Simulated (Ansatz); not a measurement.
HfOs3 under changes of volume

One of the cells (15.685 Å³/atom); the others are scaled copies at fixed shape and fractional positions:

```xyz
4
Lattice="3.9736 0.0000 0.0000 0.0000 3.9736 0.0000 0.0000 0.0000 3.9736" Properties=species:S:1:pos:R:3 pbc="T T T"
Os    0.0000    1.9868    1.9868
Os    1.9868    0.0000    1.9868
Os    1.9868    1.9868    0.0000
Hf    0.0000    0.0000    0.0000
```

The cell comes from a database or a generator and needn't be the stable form of this composition.

- Program: Ansatz 0.2.0
- Functional: PBE
- Potentials or basis: Ansatz PAW
- Cutoff: 420 eV (not typed: the program's choice for these potentials)
- k mesh: 7 × 7 × 7
- Occupations: fermi-dirac, width 0.05 eV
- Spin: no spin polarisation

| volume (Å³/atom) | energy over the lowest point (meV/atom) | pressure (GPa) |
| --- | --- | --- |
| 14.744 | 61.05 | 21.2 |
| 15.057 | 27.16 | 13.7 |
| 15.371 | ? | ? |
| 15.685 | 0.00 | 0.8 |
| 15.999 | 3.98 | -4.7 |
| 16.312 | 18.10 | -9.6 |
| 16.626 | 41.28 | -13.9 |

Problem. What does the run at 15.371 Å³/atom give?

Solution. Energy over the lowest point 7.29 meV/atom; pressure 6.9 GPa.

Worked out: A Birch-Murnaghan fit of order 3 (a polynomial in V^(-2/3)) to the other rows has its minimum at 15.72 Å³/atom with B0 = V·E''(V) = 285 GPa and B' = 4.5. It gives 7.26 meV/atom at 15.371 Å³/atom, against the run's 7.29, and -dE/dV = 6.8 GPa, against 6.9.

Energies are extrapolated to zero smearing.
